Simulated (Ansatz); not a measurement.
**A single-point run on NbSi2**

The system is NbSi2, a database structure at a slightly changed volume. Wanted, at the geometry given: gap or metal, charges, bonding, and the stress on the cell.

Computed, not measured: Ansatz 0.2.0, DFT, PBEsol, no spin polarisation, plane waves, PAW.

## (1) Geometry

Symmetry: P6_422, No. 181, hexagonal system. The conventional cell has a = 4.855 Å, b = 4.855 Å, c = 6.672 Å, α = 90.00°, β = 90.00°, γ = 120.00°. Si (site symmetry 2) has 5 Nb at 2.63 to 2.80 Å and 2 Si at 2.63 Å as nearest neighbours. Nb (site symmetry 222) has 10 Si at 2.63 to 2.80 Å as nearest neighbours.

Its coordinates follow in the input file.

Its first density is an earlier solution for the same cell, read from a checkpoint.

## (2) The calculation

input.yaml reads:

```yaml
crystal:
  lattice:
    - [4.85462635, 0.0, 0.0]
    - [-2.42731318, 4.20423401, 0.0]
    - [0.0, 0.0, 6.67232646]
  atoms:
    - { symbol: Si, position: [0.167, 0.334, 0.0] }
    - { symbol: Si, position: [0.833, 0.167, 0.66667] }
    - { symbol: Si, position: [0.666, 0.833, 0.33333] }
    - { symbol: Si, position: [0.833, 0.666, 0.0] }
    - { symbol: Si, position: [0.167, 0.833, 0.66667] }
    - { symbol: Si, position: [0.334, 0.167, 0.33333] }
    - { symbol: Nb, position: [0.5, 0.0, 0.0] }
    - { symbol: Nb, position: [0.5, 0.5, 0.66667] }
    - { symbol: Nb, position: [0.0, 0.5, 0.33333] }
  symmetry: { tolerance: 0.0003 }
kpoints:
  mp_grid: { grid: [8, 8, 5], shift: [0, 0, 0] }
  band_path:
    path:
      - [0.0, 0.0, 0.0]
      - [0.5, 0.0, 0.0]
      - [0.33333333, 0.33333333, 0.0]
      - [0.0, 0.0, 0.0]
      - [0.0, 0.0, 0.5]
      - [0.5, 0.0, 0.5]
      - [0.33333333, 0.33333333, 0.5]
      - [0.0, 0.0, 0.5]
      - [0.5, 0.0, 0.5]
      - [0.5, 0.0, 0.0]
      - [0.33333333, 0.33333333, 0.5]
    npoints: 6
magnetization:
  spin_polarized: false
scf:
  occupations: { method: fermi_dirac }
  lower_state_search: "off"
  max_iter: 200
hamiltonian:
  pseudopotentials: { kind: paw }
  xc: pbesol
basis:
  ecutwfc: 420
  fft_grid_basis: typed
output:
  forces: true
  stress: true
  eigenvalues: true
  bader: true
  populations: true
  elf: true
  write_potential: true
  volumetric_format: npy
  dos:
    e_range: [-12, 8]
    de: 0.05
    projected: { site_lists: { Nb: [Nb], Si: [Si] } }
checkpoint:
  read: saved_state
```

What does the calculation give? Wanted: largest force; pressure; character; Bader charges.

The runs gave:

| quantity | value |
| --- | --- |
| largest force | 0.605 eV/Å on Si |
| pressure | -8.1 GPa |
| formation energy (elements from separate runs) | -0.63 eV/atom |
| character | metal |
| density of states, mean within 0.25 eV of the Fermi level | 3.9 per eV per cell |
| Bader charges | Si -0.38, Nb +0.77 e |

Bands cross the Fermi level: a metal; within 0.25 eV of the Fermi level the density of states averages 3.9 per eV per cell, mostly Nb d (71 %) and Si p (21 %). The pressure of -8.1 GPa says the cell is too large. By Bader's partition Nb gives up most (+0.77 e) and Si takes most (-0.38 e). The atoms are not at rest: the largest force, 0.61 eV/Å, acts on Si.
